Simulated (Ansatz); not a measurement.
# GaH5O2: the cost of one run

All numbers below are computed with Ansatz 0.2.0 (RHF/def2-SVP).

### 1 The structure to begin with

Bond lengths: Ga1–H3 1.570 Å, Ga1–O4 1.790 Å, O4–H5 1.010 Å, Ga1–O6 2.090 Å, O6–H7 1.010 Å. Angles: H3–Ga1–O4 120.0°, H3–Ga1–O6 105.4°, O4–Ga1–O6 92.8°, Ga1–O4–H5 109.5°, Ga1–O6–H7 109.5°.

Coordinates:

```xyz
8

Ga    0.0000    0.0000    0.0000
H     0.0000    0.0000    1.9200
H     1.3596    0.0000   -0.7850
O    -1.5501    0.0000   -0.8950
H    -2.0598   -0.8467   -0.6865
O    -0.2614    1.9661    0.6590
H    -1.2001    2.2714    0.4451
H    -0.1319    0.9924    1.8157
```

### 2 Pulling towards end A

Springs on the bonds that form and break draw the guess towards this end; the thresholds are loose.

input.yaml reads:

```yaml
crystal:
  periodic: [false, false, false]
  atoms:
    - { symbol: Ga, position_ang: [0.0, 0.0, 0.0] }
    - { symbol: H, position_ang: [0.0, 0.0, 1.92] }
    - { symbol: H, position_ang: [1.3596, 0.0, -0.785] }
    - { symbol: O, position_ang: [-1.5501, 0.0, -0.895] }
    - { symbol: H, position_ang: [-2.0598, -0.8467, -0.6865] }
    - { symbol: O, position_ang: [-0.2614, 1.9661, 0.659] }
    - { symbol: H, position_ang: [-1.2001, 2.2714, 0.4451] }
    - { symbol: H, position_ang: [-0.1319, 0.9924, 1.8157] }
basis:
  gaussian: { orbitals: def2-SVP }
hamiltonian:
  xc: hf
relax:
  f_tol: 0.15
  max_steps: 25
  restrain:
    - { distance: [0, 5], at: 2.99, k: 30.0 }
    - { distance: [7, 1], at: 1.86, k: 30.0 }
    - { distance: [0, 1], at: 1.57, k: 30.0 }
    - { distance: [7, 5], at: 1.01, k: 30.0 }
```

Started as:

```bash
$ ansatz run input.yaml --threads 1 --pin off --max-ram 2048MiB --backend cpu --events-out ev --progress --plain --runs-dir out
```

**Question.** How long does this run take on 1 thread of Arm Neoverse V1, shared host, and how much memory does it need?

About 22 s, with a peak of 0.16 GiB.
